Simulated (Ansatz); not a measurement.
# BH8NSi2: small, medium and large basis sets

The task here is to estimate one member of a computed series from the others.

Program: Ansatz 0.2.0, Gaussian basis. Level of theory: one geometry, several basis sets. These are calculated values, not measurements.

Plan: PBE0-D4/def2-SVP; ωB97M-V/def2-SVP; PBE0-D4/def2-QZVPP; ωB97M-V/def2-QZVPP; the functionals' def2-TZVPP values are taken from earlier runs.

## The relaxed structure

An earlier PBE0-D4 in a triple-zeta def2 set relaxation fixed the geometry.

SMILES `BN([SiH3])[SiH3]`, 12 atoms, charge 0, spin multiplicity 1.

Atoms are counted from 1 here; the program's logs count them from 0.

Bond lengths: B1–N2 1.409 Å, B1–H5 1.198 Å, B1–H6 1.203 Å, N2–Si3 1.751 Å, N2–Si4 1.756 Å, Si3–H7 1.486 Å, Si3–H8 1.481 Å, Si3–H9 1.486 Å, Si4–H10 1.483 Å, Si4–H11 1.483 Å, Si4–H12 1.487 Å. Angles: N2–B1–H5 120.6°, N2–B1–H6 119.0°, H5–B1–H6 120.5°, B1–N2–Si3 122.4°, B1–N2–Si4 117.2°, Si3–N2–Si4 120.4°, N2–Si3–H7 109.8°, N2–Si3–H8 108.6°, N2–Si3–H9 109.8°, H7–Si3–H8 110.3°, H7–Si3–H9 108.0°, H8–Si3–H9 110.3°, N2–Si4–H10 110.5°, N2–Si4–H11 110.5°, N2–Si4–H12 107.5°, H10–Si4–H11 109.6°, H10–Si4–H12 109.4°, H11–Si4–H12 109.4°.

Geometry (Å):

```xyz
12
BH8NSi2
B    -0.96847    0.98783   -0.91515
N    -0.16467    0.14867   -0.11896
Si   -0.68210   -0.43340    1.44972
Si    1.40492   -0.30575   -0.76196
H    -2.05037    1.33490   -0.53496
H    -0.55230    1.35117   -1.98332
H     0.27946    0.00829    2.49348
H    -2.03138    0.10728    1.73348
H    -0.71228   -1.91942    1.45142
H     2.24236    0.89729   -0.98791
H     1.24961   -1.04960   -2.03565
H     2.06223   -1.18227    0.24382
```

The first run:

in.yaml reads:

```yaml
crystal:
  periodic: [false, false, false]
  atoms:
    - {symbol: B, position_ang: [-0.968475, 0.987828, -0.915149]}
    - {symbol: N, position_ang: [-0.164670, 0.148671, -0.118964]}
    - {symbol: Si, position_ang: [-0.682100, -0.433396, 1.449716]}
    - {symbol: Si, position_ang: [1.404922, -0.305754, -0.761962]}
    - {symbol: H, position_ang: [-2.050372, 1.334903, -0.534958]}
    - {symbol: H, position_ang: [-0.552303, 1.351166, -1.983319]}
    - {symbol: H, position_ang: [0.279460, 0.008287, 2.493480]}
    - {symbol: H, position_ang: [-2.031380, 0.107281, 1.733477]}
    - {symbol: H, position_ang: [-0.712277, -1.919418, 1.451425]}
    - {symbol: H, position_ang: [2.242363, 0.897295, -0.987915]}
    - {symbol: H, position_ang: [1.249607, -1.049598, -2.035646]}
    - {symbol: H, position_ang: [2.062225, -1.182267, 0.243817]}
basis:
  gaussian: {orbitals: def2-SVP}
hamiltonian: {xc: pbe0, dispersion: d4}
output: {orbitals: {seedname: orbitals}}
```

Launch:

```bash
ansatz run in.yaml --threads 4 --pin off --events-out ev --progress --plain --max-ram 10444MiB
```

Steps of the session up to this table: PBE0-D4 in def2-SVP; ωB97M-V in def2-SVP; PBE0-D4 in def2-QZVPP; ωB97M-V in def2-QZVPP.

One table of the session follows, with a row left open; its other results are not shown here.

It belongs to the step «Functionals by basis». 

| functional | basis | HOMO (eV) |
| --- | --- | --- |
| PBE0-D4 | def2-SVP | -8.39 |
| PBE0-D4 | def2-TZVPP | ? |
| PBE0-D4 | def2-QZVPP | -8.45 |
| ωB97M-V | def2-SVP | -10.60 |
| ωB97M-V | def2-TZVPP | -10.69 |
| ωB97M-V | def2-QZVPP | -10.69 |

**Question.** Estimate the row for PBE0-D4, def2-TZVPP.

The run gave: HOMO (eV): -8.44. In the column «HOMO (eV)» it lies between PBE0-D4, def2-QZVPP (-8.45) and PBE0-D4, def2-SVP (-8.39).
